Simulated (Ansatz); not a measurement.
# C: the cost of one run

Computed with Ansatz 0.2.0 (DFT PBE+D3(BJ), scalar-relativistic, plane waves, PAW, and further levels as typed in the inputs, unless a step's input says otherwise).

## Step 1: The system as given

The structure is hexagonal, space group P-6m2 (No. 187). Conventional cell: a = 2.461 Å, b = 2.461 Å, c = 24.700 Å, α = 90.00°, β = 90.00°, γ = 120.00°. C (site symmetry 3m) is surrounded by 3 C at 1.42 Å. Around C (site symmetry -6m2) lie 3 C at 1.42 Å.

Coordinates:

```xyz
6
Lattice="2.4610 0.0000 0.0000 -1.2305 2.1313 0.0000 0.0000 0.0000 24.7000" Properties=species:S:1:pos:R:3 pbc="T T T"
C     0.0000    0.0000    9.0000
C     0.0000    1.4209    9.0000
C     0.0000    0.0000   12.3500
C     1.2305    0.7104   12.3500
C     0.0000    0.0000   15.7000
C     0.0000    1.4209   15.7000
```

## Step 2: Relaxing the atoms: C6 sheet, no spin

The input, input.yaml:

```yaml
crystal:
  lattice:
    - [2.461, 0.0, 0.0]
    - [-1.2305, 2.1312885187, 0.0]
    - [0.0, 0.0, 24.7]
  atoms:
    - { symbol: C, position: [0.0, 0.0, 0.3643724696] }
    - { symbol: C, position: [0.3333333333, 0.6666666667, 0.3643724696] }
    - { symbol: C, position: [0.0, 0.0, 0.5] }
    - { symbol: C, position: [0.6666666667, 0.3333333333, 0.5] }
    - { symbol: C, position: [0.0, 0.0, 0.6356275304] }
    - { symbol: C, position: [0.3333333333, 0.6666666667, 0.6356275304] }
  periodic: [true, true, false]
scf:
  occupations: { method: gaussian, width: 0.05 }
  n_extra_bands: 6
output:
  forces: true
  stress: false
  write_density: true
  write_potential: true
  elf: true
  volumetric_format: npy
kpoints:
  mp_grid: { grid: [24, 24, 1] }
hamiltonian:
  xc: pbe
  dispersion: d3bj
relax:
  f_tol: 0.01
  max_steps: 100
```

Launch:

```sh
> ansatz run input.yaml --threads 8 --pin off --max-ram 32768MiB --backend cpu --events-out ev --progress --plain --runs-dir out
```

Q: Estimate wall time and peak memory on 8 threads of AMD EPYC 7R43 (Zen 3), shared host.

About 11 s, with a peak of 0.69 GiB.
